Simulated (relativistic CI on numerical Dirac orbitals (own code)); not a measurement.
# Cr: the cost of one run

The numbers are computed with relativistic CI on numerical Dirac orbitals (own code) version 3 (charge-transfer multiplet model of a cubic metal-ligand cluster with up to 2 ligand holes, Slater and spin-orbit integrals from Dirac-Coulomb-Breit ions, Slater integrals scaled by 0.7), except any that are marked as measured or tabulated.

## Step 1: The system

- ion: Cr⁶⁺ (Cr VII)
- nuclear charge: 24
- electrons: 18
- d electrons: 0
- ligand holes at most: 2
- parameters: in eV; Veg, Vt2g hoppings, tenDq and tenDqL metal and ligand splittings (negative tenDq: tetrahedral), red the scaling of hopping with a core hole
- temperature: 300 K
- widths: Lorentz 0.4 eV, Gauss 0.3 eV

## Step 2: Udd = 5.7 eV

Input settings:

```ini
cluster ion=Cr6+ d0 ligand_holes=2 slater_scale=0.7
Delta=-0.5 Udd=5.7 Upd=6.4 tenDq=2.75 tenDqL=1.3 Veg=2.95 Vt2g=-1.56 red=0.8
spectrum xas L2,3 T=300 lorentz=0.4 gauss=0.3
```

Started as:

```
$ python run_levels.py task.json out
```

One command runs all members of the session, one after another, from task.json.

Q: Estimate wall time and peak memory on 1 thread of Neoverse-V2, shared host.

About 1.9 s, with a peak of 0.2 GiB.
